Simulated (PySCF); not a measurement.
# [Dy(NH3)3]2+: other functionals and bases at one geometry

How far do other levels of theory move the description of [Dy(NH3)3]2+, and what does each cost? The species was built from a template and needn't be a known compound.

Method: several levels, as the steps say, no spin–orbit coupling; program: PySCF 2.14.0.

1 further run of the same task is left out (for a known fault of the program).

## Step 1: The system as given

13 atoms, charge 2, spin multiplicity 1.

Bond lengths: Dy1–N2 2.617 Å, Dy1–N6 2.617 Å, Dy1–N10 2.617 Å, N2–H3 1.027 Å, N2–H4 1.027 Å, N2–H5 1.027 Å, N6–H7 1.027 Å, N6–H8 1.027 Å, N6–H9 1.027 Å, N10–H11 1.027 Å, N10–H12 1.027 Å, N10–H13 1.027 Å. Angles: N2–Dy1–N6 120.0°, N2–Dy1–N10 120.0°, N6–Dy1–N10 120.0°, Dy1–N2–H3 115.0°, Dy1–N2–H4 115.0°, Dy1–N2–H5 115.0°, H3–N2–H4 103.4°, H3–N2–H5 103.4°, H4–N2–H5 103.4°, Dy1–N6–H7 115.0°, Dy1–N6–H8 115.0°, Dy1–N6–H9 115.0°, H7–N6–H8 103.4°, H7–N6–H9 103.4°, H8–N6–H9 103.4°, Dy1–N10–H11 115.0°, Dy1–N10–H12 115.0°, Dy1–N10–H13 115.0° and more.

As a file:

```xyz
13
DyH9N3
Dy    0.0000    0.0000    0.0000
N     2.6173    0.0001    0.0000
H     3.0515   -0.4656    0.8063
H     3.0515   -0.4656   -0.8063
H     3.0515    0.9311    0.0000
N    -1.3088    2.2666    0.0000
H    -1.1225    2.8754    0.8063
H    -1.1225    2.8754   -0.8063
H    -2.3321    2.1772    0.0000
N    -1.3086   -2.2667    0.0000
H    -1.9289   -2.4099    0.8063
H    -1.9289   -2.4099   -0.8063
H    -0.7194   -3.1082    0.0000
```

Formal oxidation states: Dy +2. Each metal's 10 4f electrons lie in its core potential, so multiplicities, spins and levels count the valence alone. An earlier session relaxed this geometry at PBE0, Dy lcecp-0-SVP with ECP56, N def2-SVP, H def2-SVP (singlet, point group C3h).

At PBE0 on the finer grid: E = -199.855358 Eh, frontier levels not given, since the 4f levels lie in the core, Mulliken charge on Dy1 +1.28 e, largest force component 0.002 eV/Å. 

Levels to run: M06-L; BLYP; PBE0, TZVP. Hardware: 2 threads of Arm Neoverse V1, shared host.

## Step 2: M06-L

run.py (the lines that set the calculation) reads:

```python
mol = gto.M(atom='''
Dy     0.00000     0.00000     0.00000
N      2.61734     0.00011     0.00000
H      3.05146    -0.46557     0.80631
H      3.05146    -0.46557    -0.80631
H      3.05153     0.93106     0.00000
N     -1.30876     2.26663     0.00000
H     -1.12254     2.87542     0.80631
H     -1.12254     2.87542    -0.80631
H     -2.33209     2.17717     0.00000
N     -1.30858    -2.26674     0.00000
H     -1.92892    -2.40986     0.80631
H     -1.92892    -2.40986    -0.80631
H     -0.71944    -3.10823     0.00000''',
    basis={'Dy': 'lcecp-0-SVP', 'N': 'def2-SVP', 'H': 'def2-SVP'},
    ecp={'Dy': 'lcecp-0-SVP'},
    charge=2, spin=0)
mf = dft.RKS(mol, xc='M06L')
mf.grids.atom_grid = (75, 302)  # f atoms: unpruned, at least (60, 302)
mf = mf.density_fit()  # fitting sets: Dy AutoAux, N def2-universal-JKFIT, H def2-universal-JKFIT
mf.conv_tol = 1e-08; mf.max_cycle = 55
mf.kernel(dm0)  # dm0: the density of the relaxed state
```

Run with:

```bash
$ OMP_NUM_THREADS=2 python run.py
```

## Step 3: BLYP

run.py (the lines that set the calculation): that of step 2 with these lines changed.

```diff
@@ -17,3 +17,3 @@
     charge=2, spin=0)
-mf = dft.RKS(mol, xc='M06L')
+mf = dft.RKS(mol, xc='BLYP')
 mf.grids.atom_grid = (75, 302)  # f atoms: unpruned, at least (60, 302)
```

## Step 4: PBE0, TZVP

Basis: Dy lcecp-0-TZVP with ECP56, N def2-TZVP, H def2-TZVP. 

run.py (the lines that set the calculation): that of step 3 with these lines changed.

```diff
@@ -14,6 +14,6 @@
 H     -0.71944    -3.10823     0.00000''',
-    basis={'Dy': 'lcecp-0-SVP', 'N': 'def2-SVP', 'H': 'def2-SVP'},
-    ecp={'Dy': 'lcecp-0-SVP'},
+    basis={'Dy': 'lcecp-0-TZVP', 'N': 'def2-TZVP', 'H': 'def2-TZVP'},
+    ecp={'Dy': 'lcecp-0-TZVP'},
     charge=2, spin=0)
-mf = dft.RKS(mol, xc='BLYP')
+mf = dft.RKS(mol, xc='PBE0')
 mf.grids.atom_grid = (75, 302)  # f atoms: unpruned, at least (60, 302)
@@ -21,2 +21,2 @@
 mf.conv_tol = 1e-08; mf.max_cycle = 55
-mf.kernel(dm0)  # dm0: the density of the relaxed state
+mf.kernel(dm0)  # dm0: free metal ions and neutral atoms
```

Before running it: what results should come out? Wanted: for each run, charge on Dy1; dipole; largest force.

The runs gave:

| level | state | charge on Dy1 (e) | dipole (D) | largest force (eV/Å) | basis functions | time |
| --- | --- | --- | --- | --- | --- | --- |
| PBE0 (relaxed here) | singlet | 1.28 | 0.00 | 0.00 | 118 | 21 s |
| M06-L | singlet | 1.35 | 0.00 | 0.10 | 118 | 12 s |
| BLYP | singlet | 1.16 | 0.00 | 0.43 | 118 | 7.6 s |
| PBE0, TZVP | singlet | 1.61 | 0.00 | 0.39 | 194 | 31 s |

Times are on 2 threads of Arm Neoverse V1, shared host; the first row also made further properties. The dipole of a charged species depends on the origin, so these sizes hold for this origin alone.

The largest leftover force, 0.43 eV/Å with BLYP, stands at a geometry relaxed at another level. The Mulliken charge on Dy spans +1.16 to +1.61 e over the levels. With 4f in the core, its levels are missing from HOMO and gap. Total energies of different levels can't be compared. Spin–orbit coupling is left out throughout.
